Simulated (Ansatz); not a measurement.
# C₃H₉FHfS₃: one species, many methods

An exercise on one series of results from a longer session: the logs are not shown, and one member is left open.

Method: functionals in def2-TZVPP, the program's frozen cores in correlated methods; program: Ansatz 0.2.0, Gaussian basis.

The runs, in order: LDA (SPW92), PBE-D4, revPBE-D4, BLYP-D4, r2SCAN-D4, B97M-V, PBE0-D4, B3LYP-D4, r2SCANh-D4, r2SCAN0-D4, HSE06-D4, BHLYP-D4, CAM-B3LYP-D4, LC-ωPBE, ωB97X-V, ωB97M-V, B2PLYP, PBE-QIDH; CCSD(T)/def2-SVP; CCSD(T)/def2-TZVPP; MP2/def2-QZVPP; extrapolation to the limit; RPA on PBE.

### The geometry

An earlier PBE0-D4 in a triple-zeta def2 set relaxation fixed the geometry. Hf takes the def2 core potential; no spin-orbit term is included.

SMILES `C[S][Hf]([F])([S]C)[S]C`, 17 atoms, charge 0, spin multiplicity 1.

Atoms are counted from 1 here; the program's logs count them from 0.

Bond lengths: C1–S2 1.824 Å, C1–H9 1.089 Å, C1–H10 1.090 Å, C1–H11 1.089 Å, S2–Hf3 2.428 Å, Hf3–F4 1.895 Å, Hf3–S5 2.428 Å, Hf3–S7 2.428 Å, S5–C6 1.824 Å, C6–H12 1.090 Å, C6–H13 1.089 Å, C6–H14 1.089 Å, S7–C8 1.824 Å, C8–H15 1.089 Å, C8–H16 1.090 Å, C8–H17 1.089 Å. Angles: S2–C1–H9 107.0°, S2–C1–H10 111.3°, S2–C1–H11 110.6°, H9–C1–H10 108.3°, H9–C1–H11 109.4°, H10–C1–H11 110.0°, C1–S2–Hf3 103.5°, S2–Hf3–F4 110.9°, S2–Hf3–S5 108.0°, S2–Hf3–S7 108.0°, F4–Hf3–S5 110.9°, F4–Hf3–S7 110.9°, S5–Hf3–S7 108.0°, Hf3–S5–C6 103.6°, S5–C6–H12 111.3°, S5–C6–H13 107.0°, S5–C6–H14 110.7°, H12–C6–H13 108.3° and more.

Set-up of the first run:

File in.yaml:

```yaml
crystal:
  periodic: [false, false, false]
  atoms:
    - {symbol: C, position_ang: [-1.933670, -1.261206, -0.059818]}
    - {symbol: S, position_ang: [-1.144982, -1.488714, -1.689100]}
    - {symbol: Hf, position_ang: [1.183022, -0.940982, -1.272668]}
    - {symbol: F, position_ang: [2.317621, -1.842057, -2.493377]}
    - {symbol: S, position_ang: [1.435914, 1.465206, -1.471227]}
    - {symbol: C, position_ang: [-0.177429, 2.112815, -0.917898]}
    - {symbol: S, position_ang: [1.704455, -1.565636, 1.014410]}
    - {symbol: C, position_ang: [1.178337, -0.113442, 1.985312]}
    - {symbol: H, position_ang: [-2.986989, -1.513572, -0.177230]}
    - {symbol: H, position_ang: [-1.864538, -0.225097, 0.273045]}
    - {symbol: H, position_ang: [-1.483470, -1.921210, 0.679855]}
    - {symbol: H, position_ang: [-0.359898, 1.876704, 0.130929]}
    - {symbol: H, position_ang: [-0.139394, 3.196469, -1.023640]}
    - {symbol: H, position_ang: [-0.982444, 1.717185, -1.535054]}
    - {symbol: H, position_ang: [1.426908, -0.318396, 3.026054]}
    - {symbol: H, position_ang: [0.101241, 0.040918, 1.913832]}
    - {symbol: H, position_ang: [1.706214, 0.780317, 1.656677]}
basis:
  gaussian: {orbitals: def2-TZVPP}
hamiltonian: {xc: lda}
output: {orbitals: {seedname: orbitals}}
```

Run with:

```sh
> ansatz run in.yaml --threads 4 --pin off --events-out ev --progress --plain --max-ram 66560MiB --backend cuda --devices 0, --max-vram 37GiB
```

Steps of the session up to this table: LDA; PBE-D4 (GGA); revPBE-D4 (GGA); BLYP-D4 (GGA); r2SCAN-D4 (meta-GGA); B97M-V (meta-GGA); B3LYP-D4 (hybrid); r2SCANh-D4 (hybrid); r2SCAN0-D4 (hybrid); HSE06-D4 (hybrid); BHLYP-D4 (hybrid); CAM-B3LYP-D4 (range-separated); LC-ωPBE (range-separated); ωB97X-V (range-separated); ωB97M-V (range-separated); B2PLYP (double hybrid); PBE-QIDH (double hybrid).

One table of the session follows, with a row left open; its other results are not shown here.

It belongs to the step «Frontier levels by functional». 

```
  functional  HOMO (eV)  LUMO (eV)  gap (eV)
 LDA (SPW92)      -6.05      -2.59      3.46
      PBE-D4      -5.90      -2.34      3.56
   revPBE-D4      -5.84      -2.24      3.60
     BLYP-D4      -5.73      -2.20      3.53
   r2SCAN-D4      -6.16      -2.19      3.97
      B97M-V      -6.24      -2.18      4.07
     PBE0-D4      -7.05      -1.55      5.50
    B3LYP-D4      -6.81      -1.74      5.07
  r2SCANh-D4      -6.58      -1.90      4.69
  r2SCAN0-D4      -7.22      -1.45      5.77
    HSE06-D4          ?          ?         ?
    BHLYP-D4      -8.05      -0.60      7.45
CAM-B3LYP-D4      -8.30      -0.49      7.81
     LC-ωPBE      -9.65       0.62     10.27
     ωB97X-V      -9.30       0.53      9.84
     ωB97M-V      -9.14       0.42      9.56
```

Estimate the missing values for HSE06-D4.

The run gave: HOMO (eV): -6.65; LUMO (eV): -1.92; gap (eV): 4.73. In the column «HOMO (eV)» it lies between B3LYP-D4 (-6.81) and r2SCANh-D4 (-6.58).
